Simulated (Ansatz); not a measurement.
# CH₅NSSi: basis-set convergence

Aim: see how fast density functionals converge with the basis set for CH₅NSSi.

Computed with Ansatz 0.2.0, Gaussian basis. Level: one geometry, several basis sets.

Plan: PBE0-D4/def2-SVP; ωB97M-V/def2-SVP; PBE0-D4/def2-QZVPP; ωB97M-V/def2-QZVPP; the functionals' def2-TZVPP values are taken from earlier runs.

### Step 1. The relaxed structure

All runs share one geometry, relaxed beforehand with PBE0-D4 in a triple-zeta def2 set.

9 atoms, charge 0, spin multiplicity 1.

Atoms are counted from 1 here; the program's logs count them from 0.

Bond lengths: Si1–N2 1.723 Å, Si1–H5 1.483 Å, Si1–H6 1.497 Å, Si1–H7 1.483 Å, N2–C3 1.252 Å, C3–S4 1.769 Å, C3–H8 1.097 Å, S4–H9 1.345 Å. Angles: N2–Si1–H5 107.6°, N2–Si1–H6 115.1°, N2–Si1–H7 107.6°, H5–Si1–H6 108.2°, H5–Si1–H7 110.2°, H6–Si1–H7 108.2°, Si1–N2–C3 134.8°, N2–C3–S4 130.8°, N2–C3–H8 120.6°, S4–C3–H8 108.6°, C3–S4–H9 96.7°.

### Step 2. PBE0-D4 in def2-SVP

in.yaml

```yaml
crystal:
  periodic: [false, false, false]
  atoms:
    - {symbol: Si, position_ang: [-0.109109, 1.070209, -0.805229]}
    - {symbol: N, position_ang: [0.140951, -0.633166, -0.725478]}
    - {symbol: C, position_ang: [0.218094, -1.470054, 0.202054]}
    - {symbol: S, position_ang: [0.096359, -1.266652, 1.955439]}
    - {symbol: H, position_ang: [-1.319492, 1.307566, -1.628173]}
    - {symbol: H, position_ang: [-0.303219, 1.746822, 0.515488]}
    - {symbol: H, position_ang: [1.079561, 1.667602, -1.460409]}
    - {symbol: H, position_ang: [0.389351, -2.531359, -0.015751]}
    - {symbol: H, position_ang: [-0.103895, 0.062831, 1.944956]}
basis:
  gaussian: {orbitals: def2-SVP}
hamiltonian: {xc: pbe0, dispersion: d4}
output: {orbitals: {seedname: orbitals}}
```

Run with:

```sh
$ ansatz run in.yaml --threads 2 --pin off --events-out ev --progress --plain --max-ram 4352MiB
```

Further steps of the session: ωB97M-V in def2-SVP; PBE0-D4 in def2-QZVPP; ωB97M-V in def2-QZVPP.

**Question.** What will the summary of the whole plan be? Wanted: PBE0-D4: double and triple zeta above quadruple; ωB97M-V: double and triple zeta above quadruple.

The runs gave:

```
                                       quantity           value
PBE0-D4: double and triple zeta above quadruple  10.31, 0.75 eV
ωB97M-V: double and triple zeta above quadruple  10.38, 0.70 eV
```

**Reading.** For PBE0-D4 the step from double to triple zeta gains 9.56 eV and the next only 0.75 eV. Total energies overstate the basis error of differences, where much of it tends to cancel.
